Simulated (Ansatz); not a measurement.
# ClF2GeH: the cost of one run

Program: Ansatz 0.2.0. Level of theory: RKS PBE0/def2-SVP. These are calculated values, not measurements.

### Step 1. The starting structure

Bond lengths: Ge1–F2 1.880 Å, Ge1–H3 1.750 Å, Ge1–Cl4 2.218 Å, Ge1–F5 1.679 Å. Angles: F2–Ge1–H3 41.0°, F2–Ge1–Cl4 122.9°, F2–Ge1–F5 122.9°, H3–Ge1–Cl4 122.5°, H3–Ge1–F5 122.5°, Cl4–Ge1–F5 109.5°.

Coordinates:

```xyz
5

Ge    0.0000    0.0000    0.0000
F     1.0779    0.0000    1.5402
H     1.6981    0.0000    0.4233
Cl   -1.0456    1.8115   -0.7393
F    -0.7913   -1.3709   -0.5594
```

### Step 2. Pulling towards end A

Springs on the bonds that form and break draw the guess towards this end; the thresholds are loose.

The input, input.yaml:

```yaml
crystal:
  periodic: [false, false, false]
  atoms:
    - { symbol: Ge, position_ang: [0.0, 0.0, 0.0] }
    - { symbol: F, position_ang: [1.0779, 0.0, 1.5402] }
    - { symbol: H, position_ang: [1.6981, 0.0, 0.4233] }
    - { symbol: Cl, position_ang: [-1.0456, 1.8115, -0.7393] }
    - { symbol: F, position_ang: [-0.7913, -1.3709, -0.5594] }
basis:
  gaussian: { orbitals: def2-SVP }
hamiltonian:
  xc: pbe0
relax:
  f_tol: 0.15
  max_steps: 25
  restrain:
    - { distance: [1, 2], at: 2.12, k: 30.0 }
    - { distance: [0, 1], at: 1.68, k: 30.0 }
    - { distance: [0, 2], at: 1.55, k: 30.0 }
output:
  orbitals: {}
```

Launch:

```
> ansatz run input.yaml --threads 2 --pin off --max-ram 3072MiB --backend cpu --events-out ev --progress --plain --runs-dir out
```

Q: Estimate wall time and peak memory on 2 threads of Arm Neoverse V1, shared host.

About 16 s, with a peak of 0.14 GiB.
